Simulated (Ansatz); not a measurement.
# BiS (Pm-3m) in Ansatz: a series of runs

The runs below take BiS through single point, relaxation of cell and atoms, with PBE, PBEsol+D3(BJ).

All numbers are computed with Ansatz 0.2.0; they aren't measurements. Logs are shortened: lines on timing, memory, paths and dates and some standing lists are left out, and cuts for length are marked.

**1. Starting point**

It takes space group Pm-3m (No. 221, cubic). The conventional cell has a = 4.003 Å, b = 4.003 Å, c = 4.003 Å, α = 90.00°, β = 90.00°, γ = 90.00°. Bi (site symmetry m-3m) has 8 S at 3.47 Å as nearest neighbours. S (site symmetry m-3m) has 8 Bi at 3.47 Å as nearest neighbours.

The cell was built by a generator and needn't be a form met in nature.

**2. Single point, PBE**

File input.yaml:

```yaml
crystal:
  lattice:
    - [4.00294434, 0.0, 0.0]
    - [0.0, 4.00294434, 0.0]
    - [0.0, 0.0, 4.00294434]
  atoms:
    - { symbol: Bi, position: [0.5, 0.5, 0.5] }
    - { symbol: S, position: [0.0, 0.0, 0.0] }
hamiltonian:
  xc: pbe
  pseudopotentials: { kind: paw }
kpoints:
  mp_grid: { grid: [7, 7, 7] }
scf:
  occupations: { method: gaussian, width: 0.022 }
output:
  forces: true
  stress: true
  eigenvalues: true
```

Potentials or basis: Ansatz PAW.

Command:

```sh
> ansatz run input.yaml --threads 2 --pin off --max-ram 5632MiB --backend cpu --events-out ev --progress --plain --runs-dir out
```

The log of the run:

```text
Warning: RAYON_NUM_THREADS=2 ignored (pool sized by the plan → 2); use --threads N
Engine: ansatz 0.2.0, x86_64-unknown-linux-gnu
Pseudopotentials: kind: paw
Pseudopotential: Bi, paw, valence charge 15, recommended cutoff 420 eV (normal), Bi.paw.azcp
Pseudopotential: S, paw, valence charge 6, recommended cutoff 420 eV (normal), S.paw.azcp
Functional definition: PBE
  parameter kappa = 0.804
  parameter beta = 0.06672455060314922
  exchange = pbe_x(kappa = kappa, mu = beta*pi^2/3)
  correlation = pbe_c(beta = beta)
Crystal: 2 atoms, lattice volume = 64.141 Å³
Basis set: ecut = 420 eV, 1237 PW (Γ), exchange–correlation on 54×54×54 points (8 copies of the dense FFT grid, shifted against one another)
Bands: 15, of which v1, the nominal top of the filled ones, is band 11 counted from 1 (10 counted from 0)
Symmetry: 48 space group operations
Space group: Pm-3m (ITA 221), of the structure as read, at distance tolerance 4.0e-5 Å
k-points: 20 of 343
Non-local potential: Bi, projectors of the file, l = 0: 2, l = 1: 2, l = 2: 2, l = 3: 2
Non-local potential: S, projectors of the file, l = 0: 2, l = 1: 2, l = 2: 2
PAW form: soft (Blöchl's): semilocal exchange-correlation on the pseudo side does not see the compensation charge
PAW one-centre angular grid: Bi, 590 points (default); XC on 64 Gauss nodes
PAW one-centre angular grid: S, 110 points (default); XC on 64 Gauss nodes
Initial density: superposition of atomic densities (neutral atoms: chi_scale 0, normalization atom), corrected by the library's trained network
Initial wavefunctions: pseudopotential atomic-orbital guess
Functional: x = pbe(κ = 0.804, μ = 0.2195149727645171), c = pbe(β = 0.06672455060314922)
SCF iter   1: F=—  HF=-13297.719181 eV  |F-HF|=—  |Δ(HF+E_count)|=         —  Δρ=1.13e-3  dr2=1.66e-3  ethr=1.77e-3  ⟨swp⟩=6.7  Hψ=1718  notcnv=0
preconditioner: auto → Resta (q_TF=auto, 2.265 Å⁻¹)  ε∞=3.7  [insulator: Δε(μ)=0.125 eV  Ē_g=9.360 eV  σ=0.022 eV  W_gap=0.86  n_scr=18 (ndim 8)  ℏωp=15.4 eV  f_vac=0.000  D(μ)=2.13/eV (n_scr^D=18)  ε∞_Penn≈3.7]
SCF iter   2: F=—  HF=-13297.718675 eV  |F-HF|=—  |Δ(HF+E_count)|=   5.06e-4  Δρ=5.26e-4  dr2=2.40e-4  ethr=7.90e-6  ⟨swp⟩=2.6  Hψ=778  notcnv=0  defer=8
SCF iter   3: F=—  HF=-13297.718810 eV  |F-HF|=—  |Δ(HF+E_count)|=   1.34e-4  Δρ=2.08e-4  dr2=3.16e-5  ethr=1.14e-6  ⟨swp⟩=2.8  Hψ=498  notcnv=0  defer=8
SCF iter   4: F=—  HF=-13297.718905 eV  |F-HF|=—  |Δ(HF+E_count)|=   9.50e-5  Δρ=5.71e-5  dr2=2.27e-6  ethr=1.51e-7  ⟨swp⟩=2.1  Hψ=369  notcnv=0  defer=8
iter 5 did not close the SCF: its close was put off for the readings that it lacked (scf_convergence_deferred on its scf_iter line)
SCF iter   5: F=-13297.718907 eV  HF=-13297.718907 eV  |F-HF|=1.70e-8  |Δ(HF+E_count)|=   2.02e-6  Δρ=8.06e-6  dr2=4.82e-8  ethr=1.08e-8  ⟨swp⟩=2.5  Hψ=410  notcnv=0  defer=8
SCF iter   6: F=-13297.718907 eV  HF=-13297.718907 eV  |F-HF|=3.94e-9  |Δ(HF+E_count)|=   4.14e-8  Δρ=2.67e-6  dr2=5.53e-9  ethr=2.29e-10  ⟨swp⟩=5.3  Hψ=1299  notcnv=0
SCF 1 converged in 6 iterations: F = -13297.718907 eV  dr2 = 5.53e-9
SCF converged after 6 iterations
Free energy (F): -13297.718907 eV
Harris-Foulkes:  -13297.718907 eV  (|F-HF|=3.94e-9)
Internal energy: -13297.718387 eV  (E = F + TS)
E sigma→0 (E₀):  -13297.718647 eV
Entropy (-TS):   -0.000520 eV (-0.260 meV/atom)
Fermi energy:    6.815530 eV
--- Per-component energies (eV) ---
  E_band       = -157.185640
  E_kinetic    = 398.712958
  E_local      = -1746.032869  (includes V_loc(G=0)·N_el)
  E_nonlocal   = 589.710377
  E_hartree    = 558.712879
  E_xc         = -244.258932
  E_vxc        = -225.927356  (∫ρ·V_xc dr)
  E_paw        = -11262.983501  (= ΣΔE_a)
  E_vpaw       = -291.074890  (= ΣTr[D̂ρ^β])
  E_aug_tail   = -0.000441  (compensation charges beyond the density's cutoff)
  E_ewald      = -1591.578859
  E_smearing   = -0.000520  (= −TS)
  E_closure    = 0.000000  (closes the sum)
  Σ components = -13297.718907   (vs F -13297.718907, Δ=0.00e0)
--- Forces (eV/Å), atoms counted from 1 ---
  atom   1  Bi     0.00000000    -0.00000000    -0.00000000
  atom   2  S     -0.00000000     0.00000000    -0.00000000
  max |Σ_I F_I| component: 3.33e-29 eV/Å
--- Stress (GPa, compression-positive) ---
      -10.893162       0.000000      -0.000000
        0.000000     -10.893162       0.000000
        0.000000      -0.000000     -10.893162
  P = ⅓ Tr σ = -10.8932 GPa (-108.932 kbar)
--- Band table (eV; the first three rows and the last of 20) ---
  k-point 0: bands = ["-17.0153", "-17.0153", "-16.9707", "-16.9707", "-16.9707", "-6.3374", "-3.2889", "4.5550", "4.5550", "4.5550", "9.2452", "9.2452", "9.2452", "11.2272", "11.2272"]
  k-point 1: bands = ["-17.0151", "-17.0094", "-16.9723", "-16.9723", "-16.9706", "-6.2083", "-3.4226", "4.4049", "4.6820", "4.6820", "8.2472", "9.0183", "9.0183", "11.3951", "12.1437"]
  k-point 2: bands = ["-17.0147", "-16.9962", "-16.9758", "-16.9758", "-16.9703", "-5.8437", "-3.8116", "4.2763", "5.0208", "5.0208", "6.7079", "8.4515", "8.4515", "11.8974", "13.9570"]
  k-point 19: bands = ["-16.9869", "-16.9868", "-16.9868", "-16.9691", "-16.9691", "-4.7950", "-3.5080", "3.6406", "3.9659", "3.9659", "5.3605", "5.3605", "5.9625", "15.8068", "16.3442"]
```

Wall time 0.31 s (2 threads of AMD EPYC 9R45 (Zen 5), shared host); peak memory 0.35 GiB.

Results:

| Property | Result |
| --- | --- |
| Free energy | -13297.7189 eV |
| Pressure | -10.9 GPa |
| Band gap on the k mesh | none (metal or under the smearing width) |

Levels at points of the mesh, in eV from the Fermi level:
| k point | band 6 | band 7 | band 8 | band 9 | band 10 | band 11 | band 12 | band 13 | band 14 | band 15 |
| --- | --- | --- | --- | --- | --- | --- | --- | --- | --- | --- |
| (0.00, 0.00, 0.00) | -13.15 | -10.10 | -2.26 | -2.26 | -2.26 | 2.43 | 2.43 | 2.43 | 4.41 | 4.41 |

Caveat: spin-orbit coupling is left out, which moves the levels of the heavy elements.

**3. Single point, PBE**

input.yaml, as its differences from that of step 2:

```diff
@@ -14,3 +14,3 @@
 scf:
-  occupations: { method: gaussian, width: 0.022 }
+  occupations: { method: gaussian, width: 0.023 }
 output:
```

Potentials or basis: Ansatz PAW.

Command:

```sh
> ansatz run input.yaml --threads 2 --pin off --max-ram 5632MiB --backend cpu --events-out ev --progress --plain --runs-dir out
```

Wall time 0.33 s (2 threads of AMD EPYC 9R45 (Zen 5), shared host); peak memory 0.35 GiB.

Results (log left out):

```
Free energy            : -13297.7189 eV
Pressure               : -10.9 GPa
Band gap on the k mesh : none (metal or under the smearing width)
```

Levels at points of the mesh, in eV from the Fermi level:
```tsv
k point	band 8	band 9	band 10	band 11	band 12	band 13
(0.00, 0.00, 0.00)	-2.26	-2.26	-2.26	2.43	2.43	2.43
```

Caveat: spin-orbit coupling is left out, which moves the levels of the heavy elements.

**4. Single point, PBE**

input.yaml, as its differences from that of step 3:

```diff
@@ -14,3 +14,3 @@
 scf:
-  occupations: { method: gaussian, width: 0.023 }
+  occupations: { method: gaussian, width: 0.024 }
 output:
```

Command:

```sh
> ansatz run input.yaml --threads 2 --pin off --max-ram 5632MiB --backend cpu --events-out ev --progress --plain --runs-dir out
```

Run time: 0.32 s. Hardware: 2 threads of AMD EPYC 9R45 (Zen 5), shared host; peak memory 0.35 GiB.

Results (log left out):

```
Free energy            : -13297.7190 eV
Pressure               : -10.9 GPa
Band gap on the k mesh : none (metal or under the smearing width)
```

Levels at points of the mesh, in eV from the Fermi level:
| k point | band 8 | band 9 | band 10 | band 11 | band 12 | band 13 |
| --- | --- | --- | --- | --- | --- | --- |
| (0.00, 0.00, 0.00) | -2.26 | -2.26 | -2.26 | 2.43 | 2.43 | 2.43 |

Caveat: spin-orbit coupling is left out, which moves the levels of the heavy elements.

**5. Relaxation of cell and atoms, PBEsol+D3(BJ)**

input.yaml, as its differences from that of step 4:

```diff
@@ -9,4 +9,5 @@
 hamiltonian:
-  xc: pbe
+  xc: pbesol
   pseudopotentials: { kind: paw }
+  dispersion: d3bj
 kpoints:
@@ -14,3 +15,3 @@
 scf:
-  occupations: { method: gaussian, width: 0.024 }
+  occupations: { method: fermi_dirac, width: 0.05 }
 output:
@@ -19 +20,5 @@
   eigenvalues: true
+relax:
+  f_tol: 0.01
+  max_steps: 40
+  cell: { stress_tol: 0.05 }
```

Potentials or basis: Ansatz PAW.

Command:

```sh
> ansatz run input.yaml --threads 2 --pin off --max-ram 5632MiB --backend cpu --events-out ev --progress --plain --runs-dir out
```

The log of the run:

```text
Warning: RAYON_NUM_THREADS=2 ignored (pool sized by the plan → 2); use --threads N
[... 4 set-up lines as earlier in the session ...]
Functional definition: PBEsol
  exchange = pbesol_x
  correlation = pbesol_c
Crystal: 2 atoms, lattice volume = 64.141 Å³
Basis set: ecut = 420 eV, 1237 PW (Γ), exchange–correlation on 54×54×54 points (8 copies of the dense FFT grid, shifted against one another)
Bands: 15, of which v1, the nominal top of the filled ones, is band 11 counted from 1 (10 counted from 0)
[... 2 set-up lines as earlier in the session ...]
k-points: 20 of 343
[... 3 set-up lines as earlier in the session ...]
PAW frozen core: Bi, regenerated for the run's functional, and the local potential with it (the file was generated under x = pbe(κ = 0.804, μ = 0.2195149727645171), c = pbe(β = 0.06672455060314922))
PAW frozen core: S, regenerated for the run's functional, and the local potential with it (the file was generated under x = pbe(κ = 0.804, μ = 0.2195149727645171), c = pbe(β = 0.06672455060314922))
[... 4 set-up lines as earlier in the session ...]
Functional: x = pbesol(κ = 0.804, μ = 0.12345679012345678), c = pbesol(β = 0.046)
SCF iter   1: F=—  HF=-13126.495263 eV  |F-HF|=—  |Δ(HF+E_count)|=         —  Δρ=4.43e-3  dr2=3.01e-2  ethr=1.77e-3  ⟨swp⟩=6.1  Hψ=1692  notcnv=0
preconditioner: auto → Kerker (q_TF=auto, 2.265 Å⁻¹)  [metal: Δε(μ)=0.112 eV  Ē_g=9.287 eV  σ=0.050 eV  W_gap=0.44  n_scr=18 (ndim 8)  ℏωp=15.4 eV  f_vac=0.000  D(μ)=1.22/eV (n_scr^D=6)]
SCF iter   2: F=—  HF=-13126.488112 eV  |F-HF|=—  |Δ(HF+E_count)|=   7.15e-3  Δρ=1.57e-3  dr2=2.94e-3  ethr=1.43e-4  ⟨swp⟩=1.8  Hψ=477  notcnv=0
SCF iter   3: F=—  HF=-13126.487749 eV  |F-HF|=—  |Δ(HF+E_count)|=   3.64e-4  Δρ=5.48e-4  dr2=1.84e-4  ethr=1.40e-5  ⟨swp⟩=2.3  Hψ=397  notcnv=0  defer=1
SCF iter   4: F=—  HF=-13126.487808 eV  |F-HF|=—  |Δ(HF+E_count)|=   5.97e-5  Δρ=1.75e-4  dr2=2.98e-5  ethr=8.76e-7  ⟨swp⟩=1.2  Hψ=318  notcnv=0  defer=1
SCF iter   5: F=—  HF=-13126.487952 eV  |F-HF|=—  |Δ(HF+E_count)|=   1.43e-4  Δρ=3.14e-5  dr2=1.01e-6  ethr=1.42e-7  ⟨swp⟩=2.8  Hψ=519  notcnv=0  defer=1
SCF iter   6: F=-13126.487952 eV  HF=-13126.487952 eV  |F-HF|=1.90e-9  |Δ(HF+E_count)|=   5.33e-8  Δρ=4.62e-6  dr2=1.33e-8  ethr=4.76e-10  ⟨swp⟩=7.2  Hψ=1570  notcnv=0
SCF 1 converged in 6 iterations: F = -13126.487952 eV  dr2 = 1.33e-8
relax step   1: F+E_penalty+E_count = -13126.48795172 eV  Δ(F+E_penalty+E_count) = +0.000e0 eV  max|allowed force component| = 1.463e-28 eV/Å  Δτ_max = 0.0000 Å  P = -14.035 GPa  Ω = 64.141 Å³  (6 SCF iters, dr2 threshold 1.00e-7 eV, accepted)
[... 85 lines left out ...]
Internal energy: -13127.908460 eV  (E = F + TS)
E sigma→0 (E₀):  -13127.917550 eV
Entropy (-TS):   -0.018180 eV (-9.090 meV/atom)
Fermi energy:    12.820021 eV
--- Per-component energies (eV) ---
  E_band       = -42.826759
  E_kinetic    = 409.624050
  E_local      = -1403.883958  (includes V_loc(G=0)·N_el)
  E_nonlocal   = 592.758021
  E_hartree    = 442.110934
  E_xc         = -247.949033
  E_vxc        = -233.443533  (∫ρ·V_xc dr)
  E_paw        = -11093.357422  (= ΣΔE_a)
  E_vpaw       = -292.102760  (= ΣTr[D̂ρ^β])
  E_aug_tail   = -0.000452  (compensation charges beyond the density's cutoff)
  E_ewald      = -1826.443422
  E_disp       = -0.918879  (pairwise vdW)
  E_core_change = 0.151702  (= ΣΔE_core)
  E_smearing   = -0.018180  (= −TS)
  E_closure    = 0.000000  (closes the sum)
  Σ components = -13127.926640   (vs F -13127.926640, Δ=0.00e0)
--- Forces (eV/Å), atoms counted from 1 ---
  atom   1  Bi     0.00000000     0.00000000     0.00000000
  atom   2  S     -0.00000000     0.00000000    -0.00000000
  max |Σ_I F_I| component: 2.52e-29 eV/Å
--- Stress (GPa, compression-positive) ---
       -0.014213       0.000000       0.000000
        0.000000      -0.014213       0.000000
        0.000000       0.000000      -0.014213
  P = ⅓ Tr σ = -0.0142 GPa (-0.142 kbar)
--- Band table (eV; the first three rows and the last of 20) ---
  k-point 0: bands = ["-10.9922", "-10.9922", "-10.8149", "-10.8149", "-10.8149", "-3.2738", "3.6532", "9.2549", "9.2549", "9.2549", "16.1870", "16.1870", "17.6625", "17.6625", "17.6625"]
  k-point 1: bands = ["-10.9908", "-10.9651", "-10.8240", "-10.8240", "-10.8141", "-3.0440", "3.1736", "9.1656", "9.4674", "9.4674", "15.7576", "16.3611", "17.0548", "17.0548", "18.0597"]
  k-point 2: bands = ["-10.9876", "-10.9043", "-10.8444", "-10.8444", "-10.8121", "-2.3701", "1.9278", "9.3970", "10.0451", "10.0451", "13.7443", "15.7033", "15.7033", "16.8592", "20.6637"]
  k-point 19: bands = ["-10.9131", "-10.9111", "-10.9111", "-10.7697", "-10.7697", "0.3608", "2.9139", "7.7290", "8.0972", "8.0972", "10.1779", "10.1779", "11.2317", "24.5938", "24.9982"]
--- Relaxed structure (6 steps of the walk, 6 accepted, 1 SCFs on fresh bases) ---
  F+E_penalty+E_count = -13127.92663997 eV   max|allowed force component| = 1.265e-29 eV/Å   (the final SCF, on the basis selected at the relaxed cell)
  cell:  # Å, volume = 42.4428 Å³
    - [3.4882008986560034, 7.960510436800575e-33, 6.68458184864403e-33]
    - [1.1041998347820153e-32, 3.4882008986560034, 0.0]
    - [3.603093937624454e-33, 2.5679065925163143e-34, 3.4882008986560034]
  atoms:
    - { symbol: Bi, position: [0.5, 0.5, 0.5] }
    - { symbol: S, position: [2.4858297295327656e-34, -8.018805578842131e-36, 2.625502027948789e-46] }
```

Run time: 2.4 s. Hardware: 2 threads of AMD EPYC 9R45 (Zen 5), shared host; peak memory 0.4 GiB.

What came out:

```
Free energy                            : -13127.9266 eV
Relaxed volume                         : 21.22 Å³/atom
Relaxed cell                           : a = 3.488 Å, b = 3.488 Å, c = 3.488 Å, α = 90.00°, β = 90.00°, γ = 90.00°
Space group after relaxing (to 0.05 Å) : Pm-3m (No. 221)
Energy gained by relaxing              : 719.3 meV/atom
Ionic steps                            : 7
Pressure after relaxing                : 0.0 GPa
Band gap on the k mesh                 : none (metal or under the smearing width)
```

Step by step:
```tsv
step	energy change (eV)	largest force (eV/Å)	volume (Å³)
1	0.0000	0.0000	64.14
2	-0.7974	0.0000	55.01
3	-1.3305	0.0000	46.97
4	-1.3977	0.0000	39.97
5	-1.4403	0.0000	42.53
6	-1.4404	0.0000	42.44
7	-1.4387	0.0000	42.44
```

Final structure:
```
CELL_PARAMETERS angstrom
3.48820 0.00000 0.00000
0.00000 3.48820 0.00000
0.00000 0.00000 3.48820
ATOMIC_POSITIONS crystal
Bi 0.50000 0.50000 0.50000
S 0.00000 0.00000 0.00000
```

Caveat: the volume moved by over 15 % at a fixed basis, so the end points are rough; the plane-wave basis is chosen anew once the cell has moved, so the energies of steps on either side of that aren't comparable; spin-orbit coupling is left out, which moves the levels of the heavy elements; pairwise dispersion overbinds metals, which lowers pressure and volume; the PAW data sets come from PBE, with cores solved anew for the run's functional, which leaves a small shift of forces and pressure.

**6. Overview**

```csv
task,level,cell,smearing,gap on the mesh (eV),pressure (GPa)
single point,PBE,as given,gaussian 0.022 eV,none,-10.9
single point,PBE,as given,gaussian 0.023 eV,none,-10.9
single point,PBE,as given,gaussian 0.024 eV,none,-10.9
relaxation of cell and atoms,PBEsol+D3(BJ),relaxed,fermi-dirac 0.05 eV,none,0.0
```

Alike in all rows: potentials or basis Ansatz PAW; no spin polarisation; k mesh 7 × 7 × 7; cutoff (eV) 420.

Every run on the cell as given and a fine mesh finds a metal.

Caveats: spin-orbit coupling is left out, which moves the levels of the heavy elements; the volume moved by over 15 % at a fixed basis, so the end points are rough (some runs); the plane-wave basis is chosen anew once the cell has moved, so the energies of steps on either side of that aren't comparable (some runs); pairwise dispersion overbinds metals, which lowers pressure and volume (some runs); the PAW data sets come from PBE, with cores solved anew for the run's functional, which leaves a small shift of forces and pressure (some runs).

Total energies depend on the potentials used, so only differences within one code and one set of settings carry meaning.
